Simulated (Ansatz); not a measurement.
# LaGa3Pd2: relaxing cell and atoms

Wanted: the geometry at rest of LaGa3Pd2 (a database structure at a slightly changed volume), relaxing cell and atoms, and its electronic structure there.

Method: DFT, PBEsol, spin-orbit coupling, plane waves, PAW, in Ansatz 0.2.0.

## (1) The cell

Symmetry: P6/mmm, No. 191, hexagonal system. Conventional cell: a = 5.444 Å, b = 5.444 Å, c = 4.276 Å, α = 90.00°, β = 90.00°, γ = 120.00°. Ga (site symmetry mmm) is surrounded by 4 Pd at 2.65 Å and 4 Ga at 2.72 Å. La (site symmetry 6/mmm) has 6 Pd at 3.14 Å and 12 Ga at 3.46 Å as nearest neighbours. Pd (site symmetry -6m2) is surrounded by 6 Ga at 2.65 Å.

As a file:

```
CELL_PARAMETERS angstrom
5.44418 0.00000 0.00000
-2.72209 4.71480 0.00000
0.00000 0.00000 4.27607
ATOMIC_POSITIONS crystal
Ga 0.50000 0.00000 0.50000
Ga 0.50000 0.50000 0.50000
Ga 0.00000 0.50000 0.50000
La 0.00000 0.00000 0.00000
Pd 0.33330 0.66670 0.00000
Pd 0.66660 0.33330 0.00000
```

The first density is read from a saved solution for the starting cell.

## (2) Relaxing

input.yaml reads:

```yaml
crystal:
  lattice:
    - [5.44418283, 0.0, 0.0]
    - [-2.72209142, 4.71480173, 0.0]
    - [0.0, 0.0, 4.27606506]
  atoms:
    - { symbol: Ga, position: [0.5, 0.0, 0.5] }
    - { symbol: Ga, position: [0.5, 0.5, 0.5] }
    - { symbol: Ga, position: [0.0, 0.5, 0.5] }
    - { symbol: La, position: [0.0, 0.0, 0.0] }
    - { symbol: Pd, position: [0.3333, 0.6667, 0.0], spin: 1, spin_axis: [0.0, 0.0, 1.0] }
    - { symbol: Pd, position: [0.6666, 0.3333, 0.0], spin: 1, spin_axis: [0.0, 0.0, 1.0] }
  symmetry: { tolerance: 0.0003 }
kpoints:
  mp_grid: { grid: [6, 6, 4], shift: [0, 0, 0] }
magnetization:
  noncollinear: true
  spin_orbit: true
scf:
  occupations: { method: fermi_dirac, width: 0.0178 }
  lower_state_search: "off"
hamiltonian:
  pseudopotentials: { kind: paw_fr }
  xc: pbesol
basis:
  ecutwfc: 420
  fft_grid_basis: typed
relax:
  max_steps: 40
  cell: { p_target: 0.0 }
output:
  forces: true
  stress: true
  eigenvalues: true
  bader: true
  populations: true
  elf: true
  write_potential: true
  volumetric_format: npy
  dos:
    e_range: [-12, 8]
    de: 0.05
    projected: { site_lists: { Ga: [Ga], La: [La], Pd: [Pd] } }
    method: { smearing: { sigma: 0.1, scheme: gaussian } }
checkpoint:
  read: saved_state
```

Command:

```console
$ ansatz run input.yaml --threads 2 --pin off --max-ram 3584MiB --backend cpu --events-out ev --progress --plain --runs-dir out
```

What it wrote, shortened:

```text
Warning: the atoms were moved onto the symmetric positions of the space group found under crystal.symmetry.tolerance 3.0e-4 (fractional; no operation is sought that the atoms, as they stand in a round, miss by more than twice it, and no atom is moved by as much as it), and the run uses [...]
Warning: checkpoint.read: basis.xc_grid differs: saved 1, current 2 (points along each axis for each point of the dense box; where the key is left out runs that use forces, runs that use the stress, dielectric runs by a finite field, finite-displacement phonons, runs of [...]
Warning: RAYON_NUM_THREADS=2 ignored (pool sized by the plan → 2); use --threads N
La: projections on atomic orbitals take those of the free atom [Kr 4d10] 4f0 5s2 5p6 5d1 6s2, of charge +0.00 (hamiltonian.pseudopotentials.projection_atoms); the dataset's partial waves leave at most 8.5e-6 of an orbital's norm unspanned inside its sphere
[...]
Pseudopotentials: kind: paw_fr
Pseudopotential: Ga, paw_fr, valence charge 13, recommended cutoff 420 eV (normal), Ga.paw.azcp#standard-fr
Pseudopotential: La, paw_fr, valence charge 11, recommended cutoff 420 eV (normal), La.paw.azcp#standard-fr
Pseudopotential: Pd, paw_fr, valence charge 18, recommended cutoff 420 eV (normal), Pd.paw.azcp#standard-fr
Functional definition: PBEsol
[...]
Crystal: 6 atoms, lattice volume = 109.759 Å³
Basis set: ecut = 420 eV, 2121 PW (Γ), exchange–correlation on 80×80×60 points (8 copies of the dense FFT grid, shifted against one another)
Bands: 104, of which v1, the nominal top of the filled ones, is band 86 counted from 1 (85 counted from 0)
Symmetry: 12 space group operations + 12 with time reversal
Magnetic group: BNS 191.240 (UNI 1470), of the structure as read, at distance tolerance 1.4e-3 Å
k-points: 21 of 144 (time reversal used)
Projection manifold: j_resolved (fully-relativistic pseudo-atomic orbitals)
[...]
Starting moments: Σ|m| = 2 μB on 2 of 6 sites; this step starts from the density that it was given
[...]
SCF iter   1: F=—  HF=-31218.335417 eV  |F-HF|=—  |Δ(HF+E_count)|=         —  Δρ=5.53e-3  dr2=3.09e-2  dr2_m=3.10e-4  ethr=3.54e-5  |M|=1.55e-2 ∫|m|=1.72e-2 μB  |m|>n=0.0e0 m-floor=0.0e0 τ_xc=1.0e-4 mc-row=0.0e0  β_m=0.30  ⟨swp⟩=2.9  Hψ=14128  notcnv=0
[...]
spin=Noncollinear: Kerker preconditioning applied to the charge; magnetization (m_x, m_y, m_z) channels mix plain (no charge-response kernel on spin).
[...]
spin-set hold released at iteration 7 (site moments contracting): the magnetisation degrees of freedom join the quasi-Newton model from the next iteration; the mixer history was flushed
[...]
SCF iter   9: F=-31218.332826 eV  HF=-31218.332826 eV  |F-HF|=2.63e-7  |Δ(HF+E_count)|=   2.12e-5  Δρ=1.93e-5  dr2=8.08e-8  dr2_m=9.38e-8  ethr=1.16e-10  |M|=1.10e-3 ∫|m|=1.26e-3 μB  |m|>n=0.0e0 m-floor=0.0e0 τ_xc=3.1e-9 mc-row=0.0e0  β_m=0.79  ⟨swp⟩=8.5  Hψ=16758  notcnv=0
[...]
```

## (3) The log goes on

Output, continued, shortened:

```text
SCF iter  10: F=-31218.332827 eV  HF=-31218.332827 eV  |F-HF|=4.53e-8  |Δ(HF+E_count)|=   4.34e-7  Δρ=7.45e-6  dr2=6.33e-8  dr2_m=1.40e-8  ethr=9.40e-11  |M|=4.28e-4 ∫|m|=5.06e-4 μB  |m|>n=0.0e0 m-floor=0.0e0 τ_xc=5.7e-10 mc-row=0.0e0  β_m=0.73  ⟨swp⟩=6.1  Hψ=14477  notcnv=0
[...]
WARN: the starting moments were not kept: the SCF closed with an absolute magnetisation of 5.3e-6 μB, where they sum to 2 μB in size (2 sites). That is at most 0.1 of that sum. Measured as dr2_m measures the in/out step, that magnetisation stands 1.8e-12 eV from none, at or under the [...]
relax step   1: F+E_penalty+E_count = -31218.33282667 eV  Δ(F+E_penalty+E_count) = +0.000e0 eV  max|allowed force component| = 1.773e-17 eV/Å  Δτ_max = 0.0000 Å  P = -2.157 GPa  Ω = 109.759 Å³  (13 SCF iters, accepted)
[...]
relax step   3: F+E_penalty+E_count = -31218.35846760 eV  Δ(F+E_penalty+E_count) = -3.892e-3 eV  max|allowed force component| = 3.161e-17 eV/Å  Δτ_max = 0.0000 Å  P = +0.210 GPa  Ω = 107.185 Å³  energy of the carried Pulay correction = +5.990e-4 eV  (7 SCF iters, dr2 threshold 6.00e-7 eV, accepted)
[...]
relax step   4: F+E_penalty+E_count = -31218.35926065 eV  Δ(F+E_penalty+E_count) = -7.930e-4 eV  max|allowed force component| = 8.250e-17 eV/Å  Δτ_max = 0.0000 Å  P = +0.015 GPa  Ω = 107.309 Å³  energy of the carried Pulay correction = +5.674e-4 eV  (6 SCF iters, dr2 threshold 6.00e-7 eV, accepted)
Basis set: ecut = 420 eV, 2097 PW (Γ), exchange–correlation on 72×72×60 points (8 copies of the dense FFT grid, shifted against one another)
Projection manifold: j_resolved (fully-relativistic pseudo-atomic orbitals)
[...]
SCF iter   1: F=—  HF=-31218.358589 eV  |F-HF|=—  |Δ(HF+E_count)|=         —  Δρ=1.74e-4  dr2=9.49e-7  dr2_m=2.12e-10  ethr=2.75e-8  |M|=6.82e-6 ∫|m|=1.13e-5 μB  |m|>n=0.0e0 m-floor=0.0e0 τ_xc=1.7e-12 mc-row=0.0e0  β_m=0.30  ⟨swp⟩=3.8  Hψ=16741  notcnv=0
[...]
spin=Noncollinear: Kerker preconditioning applied to the charge; magnetization (m_x, m_y, m_z) channels mix plain (no charge-response kernel on spin).
```

## (4) The output, continued

Output, continued:

```text
SCF iter   2: F=—  HF=-31218.358654 eV  |F-HF|=—  |Δ(HF+E_count)|=   6.47e-5  Δρ=1.24e-4  dr2=6.14e-7  dr2_m=1.14e-10  ethr=1.10e-9  |M|=5.78e-6 ∫|m|=9.10e-6 μB  |m|>n=0.0e0 m-floor=0.0e0 τ_xc=1.0e-12 mc-row=0.0e0  β_m=0.51  ⟨swp⟩=2.0  Hψ=3028  notcnv=0
SCF iter   3: F=—  HF=-31218.358658 eV  |F-HF|=—  |Δ(HF+E_count)|=   3.69e-6  Δρ=3.17e-5  dr2=6.33e-8  dr2_m=1.18e-11  ethr=7.14e-10  |M|=1.81e-6 ∫|m|=4.09e-6 μB  |m|>n=0.0e0 m-floor=0.0e0 τ_xc=4.1e-13 mc-row=0.0e0  β_m=0.58  ⟨swp⟩=1.0  Hψ=2184  notcnv=0
SCF iter   4: F=—  HF=-31218.358658 eV  |F-HF|=—  |Δ(HF+E_count)|=   2.14e-7  Δρ=4.10e-6  dr2=5.06e-9  dr2_m=1.84e-13  ethr=7.36e-11  |M|=9.30e-7 ∫|m|=1.61e-6 μB  |m|>n=0.0e0 m-floor=0.0e0 τ_xc=1.0e-13 mc-row=0.0e0  β_m=0.73  ⟨swp⟩=2.0  Hψ=3080  notcnv=0
SCF iter   5: F=—  HF=-31218.358653 eV  |F-HF|=—  |Δ(HF+E_count)|=   5.18e-6  Δρ=1.23e-6  dr2=1.43e-9  dr2_m=5.55e-14  ethr=5.88e-12  |M|=5.37e-7 ∫|m|=7.98e-7 μB  |m|>n=0.0e0 m-floor=0.0e0 τ_xc=3.6e-14 mc-row=0.0e0  β_m=0.70  ⟨swp⟩=2.0  Hψ=3733  notcnv=0
SCF iter   6: F=-31218.358653 eV  HF=-31218.358653 eV  |F-HF|=7.28e-12  |Δ(HF+E_count)|=  9.82e-11  Δρ=6.70e-7  dr2=1.07e-10  dr2_m=1.73e-14  ethr=1.00e-12  |M|=3.31e-7 ∫|m|=4.78e-7 μB  |m|>n=0.0e0 m-floor=0.0e0 τ_xc=3.7e-16 mc-row=0.0e0  ⟨swp⟩=5.5  Hψ=11554  notcnv=0
the starting moments were not kept: the SCF closed with an absolute magnetisation of 4.7e-7 μB, where they sum to 2 μB in size (2 sites). That is at most 0.1 of that sum. Measured as dr2_m measures the in/out step, that magnetisation stands 7.6e-15 eV from none, at or under the dr2_threshold of 3.0e-10 eV: it is no larger than a step whose dr2_m would equal this threshold.
SCF 5 converged in 6 iterations: F = -31218.358653 eV  dr2 = 1.07e-10
relax step   5: F+E_penalty+E_count = -31218.35865289 eV  Δ(F+E_penalty+E_count) = +6.078e-4 eV  max|allowed force component| = 7.324e-17 eV/Å  Δτ_max = 0.0000 Å  P = +0.018 GPa  Ω = 107.309 Å³  stress off target by 2.73e-2 GPa  SCF on the basis re-selected at this cell (its energy is not comparable with the rows above)  (6 SCF iters)
basis re-selected at this cell: Δ(F+E_penalty+E_count) = +6.078e-4 eV, ΔP = +0.003 GPa vs the last step (what re-selecting the basis moved, of the pressure what is left beyond the Pulay correction that the steps carried, after the strain that the cell walked since its last selection, with what the two solves' SCF thresholds leave and, on support functions, any second-order correction that the steps lacked; it is no measure of the basis error at this ecutwfc). The dense FFT grid was sized anew with the basis: this SCF ran on 36×36×30 points, the steps before it on 40×40×30, so part of this shift can come from that change (see relax.cell in the input reference). This SCF's stress stands 2.73e-2 GPa from its target on what of the cell is left free (relax.cell.stress_tol is 5.00e-2 GPa) and its largest allowed force component is 7.32e-17 eV/Å (relax.f_tol is 1.00e-2 eV/Å): within both
SCF converged after 6 iterations
Magnetization: |M| = 0.0000 μB,  M = (-0.0000, -0.0000, +0.0000) μB
Absolute magnetization: 0.0000 μB (∫|m|, with the PAW one-centre terms)
  site 0: m = (-0.0000, -0.0000, +0.0000) μB, |m| = 0.0000 μB  (R = 1.09 Å)
  site 1: m = (+0.0000, -0.0000, +0.0000) μB, |m| = 0.0000 μB  (R = 1.09 Å)
  site 2: m = (-0.0000, -0.0000, +0.0000) μB, |m| = 0.0000 μB  (R = 1.09 Å)
  site 3: m = (-0.0000, -0.0000, +0.0000) μB, |m| = 0.0000 μB  (R = 1.28 Å)
  site 4: m = (-0.0000, +0.0000, -0.0000) μB, |m| = 0.0000 μB  (R = 1.09 Å)
  site 5: m = (+0.0000, -0.0000, -0.0000) μB, |m| = 0.0000 μB  (R = 1.09 Å)
Free energy (F): -31218.358653 eV
Harris-Foulkes:  -31218.358653 eV  (|F-HF|=7.28e-12)
Internal energy: -31218.355552 eV  (E = F + TS)
E sigma→0 (E₀):  -31218.357103 eV
Entropy (-TS):   -0.003101 eV (-0.517 meV/atom)
Fermi energy:    14.507823 eV
--- Per-component energies (eV) ---
  E_band       = -406.782336
  E_kinetic    = 1574.171409
  E_local      = -10545.866949  (includes V_loc(G=0)·N_el)
  E_nonlocal   = 1808.006509
  E_hartree    = 4731.775439
  E_xc         = -683.872539
  E_vxc        = -749.984412  (∫ρ·V_xc dr)
  E_paw        = -18554.465923  (= ΣΔE_a)
  E_vpaw       = -1956.659647  (= ΣTr[D̂ρ^β])
  E_aug_tail   = 0.000031  (compensation charges beyond the density's cutoff)
  E_ewald      = -9551.480429
  E_core_change = 3.376901  (= ΣΔE_core)
  E_smearing   = -0.003101  (= −TS)
  E_closure    = 0.000000  (closes the sum)
  Σ components = -31218.358653   (vs F -31218.358653, Δ=0.00e0)
--- Forces (eV/Å), atoms counted from 1 ---
  atom   1  Ga     0.00000000     0.00000000    -0.00000000
  atom   2  Ga    -0.00000000     0.00000000     0.00000000
  atom   3  Ga    -0.00000000     0.00000000     0.00000000
  atom   4  La    -0.00000000    -0.00000000     0.00000000
  atom   5  Pd    -0.00000000     0.00000000     0.00000000
  atom   6  Pd     0.00000000    -0.00000000    -0.00000000
  max |Σ_I F_I| component: 4.63e-18 eV/Å
--- Stress (GPa, compression-positive) ---
        0.027293       0.000000       0.000000
        0.000000       0.027293       0.000000
        0.000000       0.000000      -0.001836
  P = ⅓ Tr σ = 0.0176 GPa (0.176 kbar)
--- Band table (eV; the first three rows and the last of 21) ---
  k-point 0: bands = ["-70.0208", "-70.0208", "-70.0156", "-70.0156", "-38.9101", "-38.9101", "-38.8915", "-38.8915", "-34.4547", "-34.4547", "-34.4450", "-34.4450", "-34.3923", "-34.3923", "-34.3467", "-34.3467", "-17.5801", "-17.5801", "-3.0828", "-3.0828", "-0.7596", "-0.7596", "-0.6154", "-0.6154", "-0.5838", "-0.5838", "-0.4947", "-0.4947", "-0.4452", "-0.4452", "-0.3801", "-0.3801", "-0.3463", "-0.3463", "-0.3348", "-0.3348", "-0.0038", "-0.0038", "0.0215", "0.0215", "0.0699", "0.0699", "0.1135", "0.1135", "0.1335", "0.1335", "0.1879", "0.1879", "0.2157", "0.2157", "0.2521", "0.2521", "0.2978", "0.2978", "4.4071", "4.4071", "8.9229", "8.9229", "10.0265", "10.0265", "10.0579", "10.0579", "10.4178", "10.4178", "10.4312", "10.4312", "10.5569", "10.5569", "11.5527", "11.5527", "11.6267", "11.6267", "11.6847", "11.6847", "11.7144", "11.7144", "12.0973", "12.0973", "12.2955", "12.2955", "13.3164", "13.3164", "13.9865", "13.9865", "13.9941", "13.9941", "14.0805", "14.0805", "14.3726", "14.3726", "16.9987", "16.9987", "17.0309", "17.0309", "17.2076", "17.2076", "17.2325", "17.2325", "17.3704", "17.3704", "17.4074", "17.4074", "17.4476", "17.4476"]
  k-point 1: bands = ["-70.0208", "-70.0208", "-70.0156", "-70.0156", "-38.9102", "-38.9102", "-38.8916", "-38.8916", "-34.4548", "-34.4548", "-34.4455", "-34.4455", "-34.3921", "-34.3921", "-34.3467", "-34.3467", "-17.5732", "-17.5732", "-3.1144", "-3.1144", "-0.8091", "-0.8091", "-0.7989", "-0.7989", "-0.5572", "-0.5572", "-0.4943", "-0.4943", "-0.4466", "-0.4466", "-0.4004", "-0.4004", "-0.2842", "-0.2842", "-0.2794", "-0.2794", "0.0161", "0.0161", "0.0169", "0.0169", "0.0743", "0.0743", "0.1218", "0.1218", "0.1291", "0.1291", "0.2094", "0.2094", "0.2142", "0.2142", "0.2558", "0.2558", "0.3032", "0.3032", "4.9694", "4.9694", "9.4556", "9.4556", "9.5492", "9.5492", "9.6299", "9.6299", "10.0539", "10.0539", "10.7993", "10.7993", "10.9105", "10.9105", "11.0019", "11.0019", "11.0720", "11.0720", "11.4890", "11.4890", "11.7492", "11.7492", "11.9729", "11.9729", "12.7180", "12.7180", "12.7836", "12.7836", "13.4044", "13.4044", "14.0208", "14.0208", "14.0512", "14.0512", "15.8187", "15.8187", "16.5027", "16.5027", "16.5250", "16.5250", "16.7378", "16.7378", "17.1114", "17.1114", "17.1356", "17.1356", "17.1778", "17.1778", "17.4161", "17.4161"]
  k-point 2: bands = ["-70.0208", "-70.0208", "-70.0156", "-70.0156", "-38.9102", "-38.9102", "-38.8918", "-38.8918", "-34.4550", "-34.4550", "-34.4461", "-34.4461", "-34.3920", "-34.3920", "-34.3468", "-34.3468", "-17.5663", "-17.5663", "-3.1482", "-3.1482", "-0.9331", "-0.9331", "-0.8478", "-0.8478", "-0.5462", "-0.5462", "-0.4940", "-0.4940", "-0.4515", "-0.4515", "-0.4173", "-0.4173", "-0.2447", "-0.2447", "-0.2363", "-0.2363", "0.0121", "0.0121", "0.0353", "0.0353", "0.0790", "0.0790", "0.1258", "0.1258", "0.1308", "0.1308", "0.2129", "0.2129", "0.2348", "0.2348", "0.2599", "0.2599", "0.3089", "0.3089", "5.7964", "5.7964", "8.8954", "8.8954", "9.2033", "9.2033", "9.2864", "9.2864", "10.4632", "10.4632", "10.5528", "10.5528", "10.9642", "10.9642", "10.9993", "10.9993", "11.0967", "11.0967", "11.1984", "11.1984", "11.7804", "11.7804", "11.8237", "11.8237", "12.0435", "12.0435", "13.8283", "13.8283", "13.8444", "13.8444", "13.8971", "13.8971", "14.0093", "14.0093", "15.0696", "15.0696", "15.1901", "15.1901", "16.2393", "16.2393", "16.8282", "16.8282", "17.1009", "17.1009", "17.1242", "17.1242", "17.2149", "17.2149", "17.3683", "17.3683"]
  k-point 20: bands = ["-70.0182", "-70.0182", "-70.0182", "-70.0182", "-38.9011", "-38.9011", "-38.9010", "-38.9010", "-34.4537", "-34.4537", "-34.4506", "-34.4506", "-34.3695", "-34.3695", "-34.3664", "-34.3664", "-17.5622", "-17.5622", "-3.1448", "-3.1448", "-0.8458", "-0.8458", "-0.7903", "-0.7903", "-0.4363", "-0.4363", "-0.4246", "-0.4246", "-0.3941", "-0.3941", "-0.3485", "-0.3485", "-0.3165", "-0.3165", "-0.3130", "-0.3130", "-0.0250", "-0.0250", "0.0487", "0.0487", "0.0801", "0.0801", "0.1065", "0.1065", "0.1373", "0.1373", "0.1518", "0.1518", "0.1722", "0.1722", "0.1757", "0.1757", "0.1815", "0.1815", "6.6757", "6.6757", "6.6861", "6.6861", "8.5679", "8.5679", "10.1002", "10.1002", "10.2634", "10.2634", "10.5174", "10.5174", "11.0663", "11.0663", "11.2645", "11.2645", "11.2961", "11.2961", "11.4544", "11.4544", "11.7451", "11.7451", "12.4846", "12.4846", "12.7987", "12.7987", "13.1440", "13.1440", "13.4616", "13.4616", "13.7420", "13.7420", "15.4229", "15.4229", "15.4304", "15.4304", "16.9423", "16.9423", "17.0309", "17.0309", "17.0912", "17.0912", "17.2147", "17.2147", "17.2862", "17.2862", "17.2982", "17.2982", "17.3904", "17.3904"]
--- Relaxed structure (4 steps of the walk, 4 accepted, 1 SCFs on fresh bases) ---
  F+E_penalty+E_count = -31218.35865289 eV   max|allowed force component| = 7.324e-17 eV/Å   (the final SCF, on the basis selected at the relaxed cell)
  cell:  # Å, volume = 107.3089 Å³
    - [5.363362953915193, 2.8438966102266823e-9, 7.536103578967536e-19]
    - [-2.681681479420483, 4.644808566384956, -3.7680517929443946e-19]
    - [5.919137263030152e-19, -3.726748441674631e-34, 4.307555597642181]
  atoms:
    - { symbol: Ga, position: [0.5, 3.3786073877598655e-29, 0.5000000000000001] }
    - { symbol: Ga, position: [0.5, 0.5000000000000001, 0.5000000000000001] }
    - { symbol: Ga, position: [5.5455970020214694e-17, 0.5000000000000001, 0.5000000000000001] }
    - { symbol: La, position: [-5.3939058081153846e-18, 5.68759921118498e-35, -7.819404823724247e-38] }
    - { symbol: Pd, position: [0.33333333333333326, 0.6666666666666667, -3.2428437628965403e-35] }
    - { symbol: Pd, position: [0.6666666666666666, 0.3333333333333333, 3.611118645726067e-35] }
--- Löwdin populations: 6 sites ---
  site symbol       q [e]
     0     Ga     13.4961
     1     Ga     13.4961
     2     Ga     13.4961
     3     La     10.8096
     4     Pd     17.2243
     5     Pd     17.2243
  spilling = 0.002946 (of n_electrons = 86.000000)
--- Bader charges: 6 sites ---
  site symbol  charge [e]  shift [e]  m_x [muB]  m_y [muB]  m_z [muB]
     0     Ga      0.0265     0.0004     0.0000     0.0000     0.0000
     1     Ga      0.0265     0.0004     0.0000     0.0000     0.0000
     2     Ga      0.0265     0.0004     0.0000     0.0000     0.0000
     3     La      1.4060     0.0000     0.0000     0.0000     0.0000
     4     Pd     -0.7428     0.0006     0.0000     0.0000     0.0000
     5     Pd     -0.7428     0.0006     0.0000     0.0000     0.0000
  estimated error of the sums over rays = 4.4e-4 e
```

It took 5.5 min on 2 threads of Arm Neoverse V2, shared host; peak memory 1.3 GiB.

The steps of the relaxation:

| step | energy from step 1 (eV/cell) | largest force component (eV/Å) | pressure (GPa) | volume (Å³) |
| --- | --- | --- | --- | --- |
| 1 | 0.0000 | 0.0000 | -2.16 | 109.76 |
| 2 | -0.0217 | 0.0000 | 1.16 | 106.36 |
| 3 | -0.0256 | 0.0000 | 0.21 | 107.19 |
| 4 | -0.0264 | 0.0000 | 0.01 | 107.31 |
| 5 | -0.0258 | 0.0000 | 0.02 | 107.31 |

Step 1 is the start. Step 5 repeats the geometry before on a plane-wave basis chosen anew for that cell, so the energy can jump there without any move; the table keeps such jumps.

| input's cell | before | after | change |
| --- | --- | --- | --- |
| a (Å) | 5.444 | 5.363 | -1.5 % |
| b (Å) | 5.444 | 5.363 | -1.5 % |
| c (Å) | 4.276 | 4.308 | +0.7 % |
| volume (Å³/atom) | 18.29 | 17.88 | -2.2 % |

## (5) Total and projected density of states

States per cell by energy window, from dos.tsv and pdos.tsv (Gaussian smearing of 0.1 eV; eV from the Fermi level):

| from | to | total | Ga s | Ga p | La d | La f | Pd d |
| --- | --- | --- | --- | --- | --- | --- | --- |
| -4.5 | -4.0 | 3.16 | 0.09 | 0.61 | 0.23 | 0.01 | 2.09 |
| -4.0 | -3.5 | 5.34 | 0.06 | 0.70 | 0.23 | 0.03 | 4.18 |
| -3.5 | -3.0 | 3.36 | 0.04 | 0.56 | 0.07 | 0.01 | 2.56 |
| -3.0 | -2.5 | 4.29 | 0.08 | 0.36 | 0.13 | 0.01 | 3.59 |
| -2.5 | -2.0 | 2.57 | 0.10 | 0.21 | 0.11 | 0.02 | 2.08 |
| -2.0 | -1.5 | 1.81 | 0.16 | 0.30 | 0.13 | 0.01 | 1.15 |
| -1.5 | -1.0 | 1.21 | 0.02 | 0.49 | 0.20 | 0.02 | 0.43 |
| -1.0 | -0.5 | 1.75 | 0.06 | 0.84 | 0.29 | 0.03 | 0.46 |
| -0.5 | 0.0 | 2.18 | 0.06 | 0.94 | 0.52 | 0.06 | 0.52 |
| 0.0 | 0.5 | 0.82 | 0.03 | 0.35 | 0.22 | 0.03 | 0.14 |
| 0.5 | 1.0 | 1.12 | 0.10 | 0.39 | 0.32 | 0.08 | 0.18 |
| 1.0 | 1.5 | 0.49 | 0.11 | 0.09 | 0.10 | 0.08 | 0.07 |
| 1.5 | 2.0 | 1.82 | 0.16 | 0.44 | 0.42 | 0.49 | 0.17 |
| 2.0 | 2.5 | 3.67 | 0.11 | 0.22 | 0.23 | 2.84 | 0.13 |

The bands computed are complete only to about 2.8 eV above the Fermi level.

(Part 1 of 2 ends here.)
